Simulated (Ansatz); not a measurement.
## CsLiCr2Te2S3 under changes of volume

One of the cells (24.120 Å³/atom); the others are scaled copies at fixed shape and fractional positions:

```
Cs Li Cr Te S
1.0
     3.67471   -0.00018   -0.00146
     0.00068    6.25849    0.00267
     0.09970    0.01509   18.87835
Cs Li Cr Te S
2 2 4 4 6
Direct
  0.00702 0.99658 0.60964
  0.50622 0.49563 0.63737
  0.49757 0.83290 0.98554
  0.99760 0.33501 0.98513
  0.99390 0.00068 0.13453
  0.49393 0.50024 0.13461
  0.00147 0.66940 0.83098
  0.50140 0.16737 0.83340
  0.01027 0.59621 0.46271
  0.51068 0.22697 0.45459
  0.49158 0.83669 0.22777
  0.99165 0.33648 0.22784
  0.99971 0.99979 0.90043
  0.49974 0.50461 0.89926
  0.99553 0.66614 0.07188
  0.49551 0.16656 0.07160
  0.50316 0.84068 0.76492
  0.00305 0.32804 0.76778
```

The cell was built by a generator and needn't be a form met in nature.

```yaml
Program: Ansatz 0.2.0
Functional: PBE
Potentials_or_basis: Ansatz PAW
Cutoff: "420 eV (not typed: the program's choice for these potentials)"
k_mesh: 7 × 5 × 2
Occupations: fermi-dirac, width 0.05 eV
Spin: collinear spin, ferromagnetic start
Starting_moments: "[0.0, 0.0, 0.0, 0.0, 3.0, 3.0, 3.0, 3.0, 0.0, 0.0, 0.0, 0.0, 0.0, 0.0, 0.0, 0.0, 0.0, 0.0] μB"
```

```tsv
volume (Å³/atom)	energy over the lowest point (meV/atom)	pressure (GPa)	moment (μB per cell)	largest force (eV/Å)
22.673	15.97	3.8	11.30	0.531
23.156	6.82	2.4	11.35	0.331
23.638	1.63	1.1	11.40	0.150
24.120	0.00	0.0	11.45	0.064
24.603	?	?	?	?
25.085	5.98	-1.9	11.53	0.320
25.568	12.97	-2.7	11.55	0.452
```

What does the run at 24.603 Å³/atom give?

Energy over the lowest point 1.56 meV/atom; pressure -1.0 GPa; moment 11.49 μB per cell; largest force 0.180 eV/Å.

Worked out: A Birch-Murnaghan fit of order 3 (a polynomial in V^(-2/3)) to the other rows has its minimum at 24.12 Å³/atom with B0 = V·E''(V) = 53 GPa and B' = 4.4 at fixed shape and positions, which overstates the stiffness. It gives 1.56 meV/atom at 24.603 Å³/atom, against the run's 1.56, and -dE/dV = -1.0 GPa, against -1.0. A parabola through the other rows of the moment, of slope 0.078 μB per Å³/atom there, gives 11.49 μB, against the run's 11.49.

Energies are extrapolated to zero smearing.

Caveats: only a ferromagnetic start was run, and an antiferromagnetic order may lie lower in energy.
